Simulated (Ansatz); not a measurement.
**SnH2Cl radical: functionals against CCSD(T) at one geometry**

Aim: energy, forces and dipole at a structure displaced at random from a GFN2-xTB minimum, from CCSD(T) and from density functionals.

Computed with Ansatz 0.2.0, Gaussian basis. Level: single points in def2-TZVPP.

Correlated methods freeze the cores. Filled d shells of the heavier atoms are correlated. Core potentials replace the inner electrons past krypton, and spin-orbit coupling is left out. Orbitals are unrestricted.

## 1. Where the work starts

SMILES `[Cl][SnH2]`, 4 atoms, charge 0, spin multiplicity 2.

Atoms are counted from 1 here; the program's logs count them from 0.

Bond lengths: Cl1–Sn2 2.308 Å, Sn2–H3 2.116 Å, Sn2–H4 1.874 Å. Angles: Cl1–Sn2–H3 98.6°, Cl1–Sn2–H4 105.8°, H3–Sn2–H4 97.9°.

As a file:

```
atom     x (Å)     y (Å)     z (Å)
 Cl1  -1.90500   0.30340  -0.44600
 Sn2   0.36000  -0.12690  -0.54230
  H3   0.49330  -1.48680   1.07370
  H4   1.19350   1.33620   0.28120
```

## 2. CCSD(T)/def2-TZVPP

run/in.yaml

```yaml
crystal:
  periodic: [false, false, false]
  atoms:
    - {symbol: Cl, position_ang: [-1.905000, 0.303400, -0.446000]}
    - {symbol: Sn, position_ang: [0.360000, -0.126900, -0.542300]}
    - {symbol: H, position_ang: [0.493300, -1.486800, 1.073700]}
    - {symbol: H, position_ang: [1.193500, 1.336200, 0.281200]}
basis:
  gaussian: {orbitals: def2-TZVPP}
magnetization: {spin_polarized: true, initial_magnetization: 1}
correlation: {method: ccsd_t}
scf: {omitted_lower_state_checks: [cluster_reference]}
output: {forces: true}
```

The command line of these runs was not kept.

## 3. PBE0-D4/def2-TZVPP

run/in.yaml, as its differences from that of step 2:

```diff
@@ -10,4 +10,3 @@
 magnetization: {spin_polarized: true, initial_magnetization: 1}
-correlation: {method: ccsd_t}
-scf: {omitted_lower_state_checks: [cluster_reference]}
-output: {forces: true}
+hamiltonian: {xc: pbe0, dispersion: d4}
+output: {forces: true, orbitals: {seedname: orbitals}}
```

## 4. wB97M-V/def2-TZVPP

run/in.yaml, as its differences from that of step 3:

```diff
@@ -10,3 +10,3 @@
 magnetization: {spin_polarized: true, initial_magnetization: 1}
-hamiltonian: {xc: pbe0, dispersion: d4}
-output: {forces: true, orbitals: {seedname: orbitals}}
+hamiltonian: {xc: {name: wB97M-V}}
+output: {forces: true}
```

## 5. r2SCAN-D4/def2-TZVPP

run/in.yaml, as its differences from that of step 4:

```diff
@@ -10,3 +10,3 @@
 magnetization: {spin_polarized: true, initial_magnetization: 1}
-hamiltonian: {xc: {name: wB97M-V}}
+hamiltonian: {xc: r2scan, dispersion: d4}
 output: {forces: true}
```

## 6. PBE-D4/def2-TZVPP

run/in.yaml, as its differences from that of step 5:

```diff
@@ -10,3 +10,3 @@
 magnetization: {spin_polarized: true, initial_magnetization: 1}
-hamiltonian: {xc: r2scan, dispersion: d4}
+hamiltonian: {xc: pbe, dispersion: d4}
 output: {forces: true}
```

## 7. LC-wPBE/def2-TZVPP

run/in.yaml, as its differences from that of step 6:

```diff
@@ -10,3 +10,3 @@
 magnetization: {spin_polarized: true, initial_magnetization: 1}
-hamiltonian: {xc: pbe, dispersion: d4}
+hamiltonian: {xc: {name: LC-wPBE}}
 output: {forces: true}
```

## 8. BLYP-D4/def2-TZVPP

run/in.yaml, as its differences from that of step 7:

```diff
@@ -10,3 +10,3 @@
 magnetization: {spin_polarized: true, initial_magnetization: 1}
-hamiltonian: {xc: {name: LC-wPBE}}
+hamiltonian: {xc: {name: BLYP}, dispersion: d4}
 output: {forces: true}
```

(Steps that only read results are left out.)

Q: Predict the outcome of this session. Wanted: energy less free atoms, CCSD(T)/def2-TZVPP; RMS force component; RMS force error; HOMO and LUMO, PBE0-D4; T1 diagnostic.

**Answer**, as computed:

| quantity | value |
| --- | --- |
| energy less free atoms, CCSD(T)/def2-TZVPP | -723.4 kJ/mol |
| RMS force component | 0.976 to 1.285 eV/Å over the methods |
| RMS force error | PBE0-D4 0.091, wB97M-V 0.026, r2SCAN-D4 0.129, PBE-D4 0.288, LC-wPBE 0.180, BLYP-D4 0.449 eV/Å |
| HOMO and LUMO, PBE0-D4 | -7.17 and -4.39 eV |
| T1 diagnostic | 0.021 |

In words: Against CCSD(T) the functionals' energies less atoms differ by -44.8 to +3.9 kJ/mol, PBE-D4 by -44.8 kJ/mol. A larger basis would deepen the CCSD(T) value, while the functionals are nearly converged already, so the order here is not reliable. For forces wB97M-V does best and BLYP-D4 worst.
